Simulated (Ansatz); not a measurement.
**C3H4OTe: a ladder of functionals and wavefunction methods**

The task here is to estimate one member of a computed series from the others.

Method: functionals in def2-TZVPP, the program's frozen cores in correlated methods; program: Ansatz 0.2.0, Gaussian basis.

Levels to be run: LDA (SPW92), PBE-D4, revPBE-D4, BLYP-D4, r2SCAN-D4, B97M-V, PBE0-D4, B3LYP-D4, r2SCANh-D4, r2SCAN0-D4, HSE06-D4, BHLYP-D4, CAM-B3LYP-D4, LC-ωPBE, ωB97X-V, ωB97M-V, B2PLYP, PBE-QIDH; CCSD(T)/def2-SVP; CCSD(T)/def2-TZVPP; MP2/def2-QZVPP; extrapolation to the limit; RPA on PBE.

## Structure used throughout

The geometry comes from an earlier relaxation with PBE0-D4 in a triple-zeta def2 set; it is a stationary point, not always the lowest conformer. Te takes the def2 core potential; no spin-orbit term is included.

SMILES `[TeH]C1=CCO1`, 9 atoms, charge 0, spin multiplicity 1.

Atoms are counted from 1 here; the program's logs count them from 0.

Bond lengths: Te1–C2 2.081 Å, Te1–H6 1.659 Å, C2–C3 1.337 Å, C2–O5 1.382 Å, C3–C4 1.499 Å, C3–H7 1.075 Å, C4–O5 1.462 Å, C4–H8 1.092 Å, C4–H9 1.092 Å. Angles: C2–Te1–H6 92.7°, Te1–C2–C3 137.4°, Te1–C2–O5 123.5°, C3–C2–O5 98.9°, C2–C3–C4 86.4°, C2–C3–H7 136.9°, C4–C3–H7 136.7°, C3–C4–O5 88.5°, C3–C4–H8 117.2°, C3–C4–H9 117.1°, O5–C4–H8 109.6°, O5–C4–H9 110.8°, H8–C4–H9 111.2°, C2–O5–C4 86.3°.

The first run:

The input, in.yaml:

```yaml
crystal:
  periodic: [false, false, false]
  atoms:
    - {symbol: Te, position_ang: [-0.677758, 1.759336, -1.923328]}
    - {symbol: C, position_ang: [-0.129022, 0.351616, -0.491930]}
    - {symbol: C, position_ang: [0.986213, -0.276831, -0.105139]}
    - {symbol: C, position_ang: [0.108612, -1.062335, 0.822805]}
    - {symbol: O, position_ang: [-1.035222, -0.304112, 0.319200]}
    - {symbol: H, position_ang: [-1.412842, 2.733069, -0.798831]}
    - {symbol: H, position_ang: [2.035389, -0.228328, -0.336359]}
    - {symbol: H, position_ang: [-0.028812, -2.123009, 0.602724]}
    - {symbol: H, position_ang: [0.242042, -0.895705, 1.893656]}
basis:
  gaussian: {orbitals: def2-TZVPP}
hamiltonian: {xc: lda}
output: {orbitals: {seedname: orbitals}}
```

Command:

```console
> ansatz run in.yaml --threads 4 --pin off --events-out ev --progress --plain --max-ram 10444MiB
```

Among the steps run: LDA; PBE-D4 (GGA); revPBE-D4 (GGA); BLYP-D4 (GGA); r2SCAN-D4 (meta-GGA); B97M-V (meta-GGA); B3LYP-D4 (hybrid); r2SCANh-D4 (hybrid); r2SCAN0-D4 (hybrid); HSE06-D4 (hybrid); BHLYP-D4 (hybrid); CAM-B3LYP-D4 (range-separated); LC-ωPBE (range-separated); ωB97X-V (range-separated); ωB97M-V (range-separated); B2PLYP (double hybrid); PBE-QIDH (double hybrid).

One of the session's tables, all rows but one given; the rest of the session is left out.

It belongs to the step «Frontier levels by functional». 

| functional | HOMO (eV) | gap (eV) |
| --- | --- | --- |
| LDA (SPW92) | -5.45 | 3.63 |
| PBE-D4 | -5.28 | 3.62 |
| revPBE-D4 | -5.22 | 3.63 |
| BLYP-D4 | -5.12 | 3.55 |
| r2SCAN-D4 | -5.50 | 4.01 |
| B97M-V | -5.50 | 3.99 |
| PBE0-D4 | -6.34 | 5.50 |
| B3LYP-D4 | -6.12 | 5.05 |
| r2SCANh-D4 | -5.89 | 4.70 |
| r2SCAN0-D4 | -6.48 | 5.74 |
| HSE06-D4 | -5.95 | 4.73 |
| BHLYP-D4 | -7.23 | 7.25 |
| CAM-B3LYP-D4 | -7.58 | 7.76 |
| LC-ωPBE | ? | ? |
| ωB97X-V | -8.55 | 9.74 |
| ωB97M-V | -8.45 | 9.48 |

Estimate the missing values for LC-ωPBE.

**Answer.** HOMO (eV): -8.88; gap (eV): 10.20. In the column «HOMO (eV)» it is the lowest.
